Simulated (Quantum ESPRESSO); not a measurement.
**NbAs: equation of state with PBE**

Crystal: NbAs.

```xyz
4
Lattice="-1.7259 1.7259 5.8400 1.7259 -1.7259 5.8400 1.7259 1.7259 -5.8400" Properties=species:S:1:pos:R:3 pbc="T T T"
Nb    0.0000    1.7259    0.0000
Nb    0.0000    0.0000    8.7600
As    0.0000    1.7259    4.8589
As    0.0000    0.0000    1.9389
```

| Item | Value |
| --- | --- |
| Program | Quantum ESPRESSO 7.5 |
| Task | equation of state |
| Functional | PBE |
| Potentials or basis | SSSP 1.3 efficiency PBE |
| Cutoff | 748 eV |
| Density cutoff | 5987 eV |
| k mesh | 11 × 11 × 11 |
| Occupations | fermi-dirac, width 0.05 eV |
| Spin | no spin polarisation |
| Mixing beta | 0.5 |
| Most SCF iterations | 120 |
| SCF threshold | 8e-10 Ry |

| Property | Result |
| --- | --- |
| Equilibrium volume | 17.79 Å³/atom |
| Bulk modulus at fixed shape and positions | 164 GPa |
| Pressure derivative of the bulk modulus | 4.5 |

Energy against volume, from the lowest point:
```tsv
volume (Å³/atom)	energy (meV/atom)
16.351	69.58
16.699	38.51
17.047	17.20
17.395	4.66
17.743	0.00
18.091	2.42
18.438	11.19
```

All runs of the series together: 12 min on 2 threads of Intel(R) Xeon(R) 6975P-C (Granite Rapids), with other jobs on the host.

Caveat: the cell was scaled at fixed shape and fractional positions, which overstates the stiffness of a crystal with free parameters, most of all of layers and chains.
